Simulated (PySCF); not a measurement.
**[Nd(H2O)2]2+: how tightly the ligands are held**

What does it cost to pull a ligand from [Nd(H2O)2]2+? It is a constructed species; whether it can be made isn't addressed.

Program: PySCF 2.14.0. Level of theory: PBE0, Nd lcecp-0-SVP with ECP50, O def2-SVP, H def2-SVP; scalar-relativistic core potentials, no spin–orbit coupling. These are calculated values, not measurements.

1 further run of the same task is left out (for a known fault of the program).

## 1. Starting geometry

7 atoms, charge 2, spin multiplicity 1.

Bond lengths: Nd1–O2 2.532 Å, Nd1–O5 2.532 Å, O2–H3 0.974 Å, O2–H4 0.974 Å, O5–H6 0.974 Å, O5–H7 0.974 Å. Angles: O2–Nd1–O5 180.0°, Nd1–O2–H3 128.4°, Nd1–O2–H4 128.4°, H3–O2–H4 103.2°, Nd1–O5–H6 128.4°, Nd1–O5–H7 128.4°, H6–O5–H7 103.2°.

Coordinates:

| atom | x (Å) | y (Å) | z (Å) |
| --- | --- | --- | --- |
| Nd1 | 0.0000 | 0.0000 | 0.0000 |
| O2 | 0.0000 | 0.0000 | 2.5317 |
| H3 | 0.5397 | 0.5397 | 3.1365 |
| H4 | -0.5397 | -0.5397 | 3.1365 |
| O5 | 0.0000 | 0.0000 | -2.5317 |
| H6 | 0.5397 | -0.5397 | -3.1365 |
| H7 | -0.5397 | 0.5397 | -3.1365 |

Formal oxidation states: Nd +2. Each metal's 4 4f electrons lie in its core potential, so multiplicities, spins and levels count the valence alone. An earlier session relaxed this geometry at PBE0, Nd lcecp-0-SVP with ECP50, O def2-SVP, H def2-SVP (singlet, point group D2d).

## 2. H2O taken off

The ligand (atoms 2, 3, 4) keeps its formal charge and a closed shell where it can; ligand and rest are solved at the complex's geometry, in vacuum, with the settings of the relaxation.

| part | charge | state | energy (Eh) |
| --- | --- | --- | --- |
| complex | 2 | singlet | -179.856815 |
| ligand | 0 | singlet | -76.276114 |
| rest | 2 | singlet | -103.505230 |

Wall time 0.4 s (2 threads of Arm Neoverse V1, shared host).

## 3. Rigid scan of H2O

Atoms 2, 3, 4 move together along the line from atom 1; the distance is to the donor, the donors' midpoint or the ring centre. Each point starts from the density of the one before.

| distance (Å) | energy from the relaxed point (eV) |
| --- | --- |
| 2.23 | 0.366 |
| 2.33 | 0.139 |
| 2.43 | 0.030 |
| 2.53 | 0.000 |
| 2.63 | 0.023 |
| 2.73 | 0.079 |
| 2.93 | 0.244 |
| 3.23 | 0.524 |
| 3.63 | 0.853 |
| 4.13 | 1.160 |

Wall time 6.6 s (2 threads of Arm Neoverse V1, shared host).

## 4. What came out

| quantity | value |
| --- | --- |
| taking off H2O | 2.05 eV |
| stiffness of the H2O contact | 5.3 eV/Å² |

In words: Taking off H2O as a fragment of charge +0 costs 2.05 eV. Near 2.53 Å the H2O contact has a stiffness of about 5.3 eV/Å², and the energy stands 1.16 eV higher at 4.13 Å. No counterpoise correction is made, and the parts aren't relaxed; each of these makes the binding look larger. These are double-zeta-type bases without diffuse functions. Spin–orbit coupling is left out.
